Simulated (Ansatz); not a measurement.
**CH5BO2: how energies converge with the basis set**

An exercise on one series of results from a longer session: the logs are not shown, and one member is left open.

Computed with Ansatz 0.2.0, Gaussian basis. Level: one geometry, several basis sets.

Levels to be run: PBE0-D4/def2-SVP; ωB97M-V/def2-SVP; PBE0-D4/def2-QZVPP; ωB97M-V/def2-QZVPP; the functionals' def2-TZVPP values are taken from earlier runs.

## Structure used throughout

The geometry comes from an earlier relaxation with PBE0-D4 in a triple-zeta def2 set; it is a stationary point, not always the lowest conformer.

SMILES `OBCO`, 9 atoms, charge 0, spin multiplicity 1.

Atoms are counted from 1 here; the program's logs count them from 0.

Bond lengths: O1–B2 1.356 Å, O1–H5 0.959 Å, B2–C3 1.561 Å, B2–H6 1.202 Å, C3–O4 1.413 Å, C3–H7 1.102 Å, C3–H8 1.102 Å, O4–H9 0.961 Å. Angles: B2–O1–H5 114.6°, O1–B2–C3 116.8°, O1–B2–H6 120.8°, C3–B2–H6 122.4°, B2–C3–O4 115.9°, B2–C3–H7 108.3°, B2–C3–H8 108.3°, O4–C3–H7 109.7°, O4–C3–H8 109.7°, H7–C3–H8 104.3°, C3–O4–H9 107.7°.

The first run:

The input, in.yaml:

```yaml
crystal:
  periodic: [false, false, false]
  atoms:
    - {symbol: O, position_ang: [-0.908559, 1.168360, -0.408612]}
    - {symbol: B, position_ang: [0.269606, 0.508745, -0.538082]}
    - {symbol: C, position_ang: [0.462964, -0.766959, 0.339629]}
    - {symbol: O, position_ang: [-0.618440, -1.104292, 1.183991]}
    - {symbol: H, position_ang: [-0.993305, 1.947104, -0.962410]}
    - {symbol: H, position_ang: [1.114320, 0.901308, -1.297370]}
    - {symbol: H, position_ang: [0.692339, -1.614366, -0.326984]}
    - {symbol: H, position_ang: [1.377803, -0.638113, 0.940938]}
    - {symbol: H, position_ang: [-1.308229, -0.447987, 1.051801]}
basis:
  gaussian: {orbitals: def2-SVP}
hamiltonian: {xc: pbe0, dispersion: d4}
output: {orbitals: {seedname: orbitals}}
```

On the command line:

```
$ ansatz run in.yaml --threads 2 --pin off --events-out ev --progress --plain --max-ram 4352MiB
```

Steps of the session up to this table: PBE0-D4 in def2-SVP; ωB97M-V in def2-SVP; PBE0-D4 in def2-QZVPP; ωB97M-V in def2-QZVPP.

One of the session's tables, all rows but one given; the rest of the session is left out.

| functional | basis | HOMO (eV) | LUMO (eV) |
| --- | --- | --- | --- |
| PBE0-D4 | def2-SVP | -7.28 | 0.10 |
| PBE0-D4 | def2-TZVPP | -7.67 | -0.10 |
| PBE0-D4 | def2-QZVPP | -7.74 | -0.18 |
| ωB97M-V | def2-SVP | -9.72 | 2.21 |
| ωB97M-V | def2-TZVPP | ? | ? |
| ωB97M-V | def2-QZVPP | -10.19 | 1.20 |

Estimate the missing values for ωB97M-V, def2-TZVPP.

**Answer.** HOMO (eV): -10.11; LUMO (eV): 1.79. In the column «HOMO (eV)» it lies between ωB97M-V, def2-QZVPP (-10.19) and ωB97M-V, def2-SVP (-9.72).
